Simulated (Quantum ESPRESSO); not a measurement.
CsPbBr3 under changes of volume

One of the cells (40.452 Å³/atom); the others are scaled copies at fixed shape and fractional positions:

```
Pb Cs Br
1.0
     5.87000    0.00000    0.00000
     0.00000    5.87000    0.00000
     0.00000    0.00000    5.87000
Pb Cs Br
1 1 3
Direct
  0.50000 0.50000 0.50000
  0.00000 0.00000 0.00000
  0.50000 0.50000 0.00000
  0.50000 0.00000 0.50000
  0.00000 0.50000 0.50000
```

Measurements of this composition are mostly on another form, of space group No. 62.

```yaml
Program: Quantum ESPRESSO 7.5
Functional: PBEsol
Potentials_or_basis: GBRV 1.5 PBEsol
Cutoff: 612 eV
Density_cutoff: 4898 eV
k_mesh: 5 × 5 × 5
Occupations: fermi-dirac, width 0.05 eV
Spin: no spin polarisation
```

```csv
volume (Å³/atom),energy over the lowest point (meV/atom),pressure (GPa),gap on the mesh (eV)
38.025,9.69,1.4,2.48
38.834,3.87,0.9,2.51
39.643,0.74,0.3,2.55
40.452,0.00,-0.1,2.58
41.261,?,?,?
42.070,4.70,-0.9,2.64
42.880,9.70,-1.2,2.66
```

Question: What does the run at 41.261 Å³/atom give?

Answer: Energy over the lowest point 1.40 meV/atom; pressure -0.5 GPa; gap on the mesh 2.61 eV.

Worked out: A Birch-Murnaghan fit of order 3 (a polynomial in V^(-2/3)) to the other rows has its minimum at 40.31 Å³/atom with B0 = V·E''(V) = 21 GPa and B' = 4.7. It gives 1.40 meV/atom at 41.261 Å³/atom, against the run's 1.40, and -dE/dV = -0.5 GPa, against -0.5. A straight line through the other rows of the gap, of slope 1.53 eV per unit of ln V (its deformation potential), gives 2.61 eV, against the run's 2.61.

Energies are extrapolated to zero smearing.

Caveats: spin-orbit coupling is left out, which as a rule narrows the gap of such compounds by several tenths of an eV; an odd mesh through Γ misses points on the zone boundary, where band edges often lie.
